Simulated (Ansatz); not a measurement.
BiTe:

```
Bi Te
1.0
     0.00000    3.23500    3.23500
     3.23500    0.00000    3.23500
     3.23500    3.23500    0.00000
Bi Te
1 1
Cartesian
  0.0000 0.0000 0.0000
  3.2350 3.2350 3.2350
```

```yaml
Program: Ansatz 0.2.0
Task: relaxation of cell and atoms
Functional: BLYP
Potentials_or_basis: Ansatz PAW
Cutoff: "420 eV (not typed: the program's choice for these potentials)"
k_mesh: 7 × 7 × 7
Occupations: fermi-dirac, width 0.05 eV
Spin: no spin polarisation
```

At the start: volume 33.86 Å³/atom.

Where does the relaxation end?

It ends after 5 steps and the volume is 37.25 Å³/atom (+10.0 %); space group Fm-3m (No. 225, to 0.05 Å).

Step by step:
| step | energy change (eV) | largest force (eV/Å) | volume (Å³) |
| --- | --- | --- | --- |
| 1 | 0.0000 | 0.0000 | 67.71 |
| 2 | -0.0750 | 0.0000 | 77.28 |
| 3 | -0.0862 | 0.0000 | 74.98 |
| 4 | -0.0866 | 0.0000 | 74.51 |
| 5 | -0.0878 | 0.0000 | 74.51 |

Final structure:
```
Bi Te
1.0
     0.00000    3.33982    3.33982
     3.33982    0.00000    3.33982
     3.33982    3.33982    0.00000
Bi Te
1 1
Direct
  0.00000 0.00000 0.00000
  0.50000 0.50000 0.50000
```

Caveat: the plane-wave basis is chosen anew once the cell has moved, so the energies of steps on either side of that aren't comparable; the PAW data sets come from PBE, with cores solved anew for the run's functional, which leaves a small shift of forces and pressure.
